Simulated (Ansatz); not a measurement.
Geometry optimisation, Ansatz 0.2.0, DFT PBEsol, scalar-relativistic, plane waves, PAW.

Input file:

```yaml
crystal:
  lattice:
    - [5.501291, 0.0, 0.0]
    - [2.750645, 4.764258, 0.0]
    - [0.0, 0.0, 16.614731]
  atoms:
    - { symbol: Mg, position: [0.0, 0.0, 0.0601876] }
    - { symbol: O, position: [0.3333333, 0.8333333, 0.1277749] }
    - { symbol: Mg, position: [0.0, 0.5, 0.0601876] }
    - { symbol: O, position: [0.3333333, 0.3333333, 0.1277749] }
    - { symbol: Mg, position: [0.5, 0.0, 0.0601876] }
    - { symbol: O, position: [0.8333333, 0.8333333, 0.1277749] }
    - { symbol: Mg, position: [0.5, 0.5, 0.0601876] }
    - { symbol: O, position: [0.8333333, 0.3333333, 0.1277749] }
    - { symbol: Mg, position: [0.6666667, 0.6666667, 0.1953623] }
    - { symbol: O, position: [1.0, 0.5, 0.2629497] }
    - { symbol: Mg, position: [0.6666667, 0.1666667, 0.1953623] }
    - { symbol: O, position: [1.0, 0.0, 0.2629497] }
    - { symbol: Mg, position: [0.1666667, 0.6666667, 0.1953623] }
    - { symbol: O, position: [0.5, 0.5, 0.2629497] }
    - { symbol: Mg, position: [0.1666667, 0.1666667, 0.1953623] }
    - { symbol: O, position: [0.5, 0.0, 0.2629497] }
    - { symbol: Mg, position: [0.3333333, 0.3333333, 0.3305371] }
    - { symbol: O, position: [0.6666667, 0.1666667, 0.3981245] }
    - { symbol: Mg, position: [0.3333333, 0.8333333, 0.3305371] }
    - { symbol: O, position: [0.6666667, 0.6666667, 0.3981245] }
    - { symbol: Mg, position: [0.8333333, 0.3333333, 0.3305371] }
    - { symbol: O, position: [0.1666667, 0.1666667, 0.3981245] }
    - { symbol: Mg, position: [0.8333333, 0.8333333, 0.3305371] }
    - { symbol: O, position: [0.1666667, 0.6666667, 0.3981245] }
basis:
  ecutwfc: 420.0
kpoints:
  mp_grid: { grid: [2, 2, 1] }
hamiltonian:
  xc: pbesol
  pseudopotentials: { kind: paw, azcp: { folder: soft_1 } }
scf:
  occupations: { method: fermi_dirac, width: 0.02 }
  lower_state_search: "off"
relax:
  f_tol: 0.08
  max_steps: 25
  adjacent_minimum: "off"
  constraints: [{ sites: [0, 1, 2, 3, 4, 5, 6, 7] }]
```

Launched with:

```bash
$ ansatz run input.yaml --threads 2 --pin off --max-ram 5120MiB --backend cpu --events-out ev --progress --plain --runs-dir out
```

Problem. Where does it end, and by what steps?

Solution. The run converged. The force dipped under the threshold on the way, but the program's further checks kept it going. Limits of this set-up: coarse k mesh, thin slab, slab without dipole correction, PAW files made for another functional. After 5 steps the energy has fallen by 3.295 eV; O18 moved furthest, 0.57 Å.

| step | energy less start (eV) | largest force component (eV/Å) | accepted |
| --- | --- | --- | --- |
| 0 | 0.0000 | 2.362 | yes |
| 1 | -1.8384 | 1.407 | yes |
| 2 | -2.9522 | 0.664 | yes |
| 3 | -3.2854 | 0.245 | yes |
| 4 | -3.2946 | 0.051 | yes |
| 5 | -3.2946 | 0.051 | yes |

```xyz
24
Lattice="5.5013 0.0000 0.0000 2.7506 4.7643 0.0000 0.0000 0.0000 16.6147" Properties=species:S:1:pos:R:3
Mg 0.000 0.000 1.000
O 4.126 3.970 2.123
Mg 1.375 2.382 1.000
O 2.751 1.588 2.123
Mg 2.751 0.000 1.000
O 6.877 3.970 2.123
Mg 4.126 2.382 1.000
O 5.501 1.588 2.123
Mg 5.501 3.176 3.509
O 6.877 2.382 4.649
Mg 4.126 0.794 3.509
O 5.501 0.000 4.649
Mg 2.751 3.176 3.509
O 4.126 2.382 4.649
Mg 1.375 0.794 3.509
O 2.751 0.000 4.649
Mg 2.751 1.588 6.029
O 4.126 0.794 7.186
Mg 4.126 3.970 6.029
O 5.501 3.176 7.186
Mg 5.501 1.588 6.029
O 1.375 0.794 7.186
Mg 6.877 3.970 6.029
O 2.751 3.176 7.186
```

Whether the end is a true minimum wasn't checked by a vibrational analysis.

Run time: 22 s on 2 threads of Arm Neoverse V1, on a shared host, peak memory 0.74 GiB.
